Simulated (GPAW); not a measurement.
The system is GaGe.

```
Ge Ga
1.0
     0.00000    2.89784    2.89784
     2.89784    0.00000    2.89784
     2.89784    2.89784    0.00000
Ge Ga
1 1
Direct
  0.00000 0.00000 0.00000
  0.25000 0.25000 0.25000
```

The cell comes from a database or a generator and needn't be the stable form of this composition.

- Program: GPAW 26.7.0
- Task: relaxation of cell and atoms
- Functional: PBEsol
- Potentials or basis: PAW data sets generated in the run's folder for this functional
- Cutoff: 600 eV
- Basis: pw
- k mesh: 8 × 8 × 8
- Occupations: fermi-dirac, width 0.05 eV
- Spin: no spin polarisation

At the start: pressure -1.8 GPa; volume 24.33 Å³/atom.

**Question.** Where does the relaxation end?

**Answer.** Over 3 steps the energy falls by 4.6 meV/atom and the volume is 23.49 Å³/atom (-3.5 %); space group F-43m (No. 216, to 0.05 Å).

The path:
| step | energy change (eV) | largest force (eV/Å) | pressure (GPa) | volume (Å³) |
| --- | --- | --- | --- | --- |
| 1 | 0.0000 | 0.0000 | -1.77 | 48.67 |
| 2 | -0.0028 | 0.0000 | -1.49 | 48.39 |
| 3 | -0.0091 | 0.0000 | 0.08 | 46.99 |

Final structure:
```xyz
2
Lattice="0.0000 2.8641 2.8641 2.8641 0.0000 2.8641 2.8641 2.8641 0.0000" Properties=species:S:1:pos:R:3 pbc="T T T"
Ge    0.0000    0.0000    0.0000
Ga    1.4321    1.4321    1.4321
```

Caveat: later steps reuse the first step's grids.
